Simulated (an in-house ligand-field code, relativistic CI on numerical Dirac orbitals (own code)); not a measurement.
**d4 in a ligand field: terms for several parameter sets**

Which terms of d4 lie lowest for given Racah parameters, spin-orbit constant and ligand field?

The numbers are computed with an in-house ligand-field code version 1 (parametric ligand-field model of a d^n configuration (Racah B and C, spin-orbit zeta, crystal field), exact diagonalisation), except any that are marked as measured or tabulated.

## (1) Starting point

| Property | Result |
| --- | --- |
| shell | d4 |
| set 1 (cm⁻¹) | B = 1130, C = 5240, ζ = 1450, Oh, 10Dq = 23100 |
| set 2 (cm⁻¹) | B = 610, C = 3060, ζ = 530, Oh, 10Dq = 5250 |
| set 3 (cm⁻¹) | B = 1070, C = 4050, ζ = 340, Oh, 10Dq = 7000 |
| set 4 (cm⁻¹) | B = 1080, C = 4110, ζ = 870, Oh, 10Dq = 24700 |
| set 5 (cm⁻¹) | B = 590, C = 2630, ζ = 600, Oh, 10Dq = 30400 |
| set 6 (cm⁻¹) | B = 550, C = 2760, ζ = 60, Oh, 10Dq = 15100 |
| set 7 (cm⁻¹) | B = 900, C = 3900, ζ = 810, Oh, 10Dq = 23450 |
| set 8 (cm⁻¹) | B = 810, C = 3330, ζ = 3750, Oh, 10Dq = 29850 |

## (2) Set 1

Settings, as recorded:

```ini
n = 4
racah_B = 1130  # cm-1
racah_C = 5240  # cm-1
zeta = 1450  # cm-1
symmetry = Oh
field = {"10Dq": 23100}  # cm-1
```

## (3) Set 2

Settings, as recorded:

```ini
n = 4
racah_B = 610  # cm-1
racah_C = 3060  # cm-1
zeta = 530  # cm-1
symmetry = Oh
field = {"10Dq": 5250}  # cm-1
```

## (4) Set 3

Settings, as recorded:

```ini
n = 4
racah_B = 1070  # cm-1
racah_C = 4050  # cm-1
zeta = 340  # cm-1
symmetry = Oh
field = {"10Dq": 7000}  # cm-1
```

## (5) Set 4

Settings, as recorded:

```ini
n = 4
racah_B = 1080  # cm-1
racah_C = 4110  # cm-1
zeta = 870  # cm-1
symmetry = Oh
field = {"10Dq": 24700}  # cm-1
```

## (6) Set 5

Settings, as recorded:

```ini
n = 4
racah_B = 590  # cm-1
racah_C = 2630  # cm-1
zeta = 600  # cm-1
symmetry = Oh
field = {"10Dq": 30400}  # cm-1
```

## (7) Set 6

Settings, as recorded:

```ini
n = 4
racah_B = 550  # cm-1
racah_C = 2760  # cm-1
zeta = 60  # cm-1
symmetry = Oh
field = {"10Dq": 15100}  # cm-1
```

## (8) Set 7

Settings, as recorded:

```ini
n = 4
racah_B = 900  # cm-1
racah_C = 3900  # cm-1
zeta = 810  # cm-1
symmetry = Oh
field = {"10Dq": 23450}  # cm-1
```

## (9) Set 8

Settings, as recorded:

```ini
n = 4
racah_B = 810  # cm-1
racah_C = 3330  # cm-1
zeta = 3750  # cm-1
symmetry = Oh
field = {"10Dq": 29850}  # cm-1
```

(Steps that only read results are left out.)

Before running it: what results should come out? Wanted: lowest spin-orbit levels; sets at their largest spin, of those that allow S over 1.

As calculated:

| set | 10Dq/B (size) | lowest | S | electrons in z² and x²-y² | next level (cm⁻¹) |
| --- | --- | --- | --- | --- | --- |
| 1: Oh | 20.4 | A1 | 1.93 | 0.93 | T1 276 |
| 2: Oh | 8.6 | A1 | 2.00 | 1.01 | T1 41 |
| 3: Oh | 6.5 | A1 | 2.00 | 1.00 | T1 11 |
| 4: Oh | 22.9 | A1 | 1.50 | 0.46 | T1 457 |
| 5: Oh | 51.5 | A1 | 1.00 | 0.02 | T1 363 |
| 6: Oh | 27.5 | A1 | 1.99 | 0.99 | T1 2.09 |
| 7: Oh | 26.1 | A1 | 1.38 | 0.35 | T1 474 |
| 8: Oh | 36.9 | A1 | 1.10 | 0.19 | T1 4086 |

```
                                                quantity                                                   value
                                lowest spin-orbit levels  1: A1, 2: A1, 3: A1, 4: A1, 5: A1, 6: A1, 7: A1, 8: A1
sets at their largest spin, of those that allow S over 1                                              1, 2, 3, 6
```

In words: 4 of 8 sets have the highest spin that their shell allows, S = 2. With spin-orbit coupling the labels are those of spin-orbit levels, not of terms, and S is an average from the expectation value of its square. B, C and the field are free parameters here, not those of a compound.
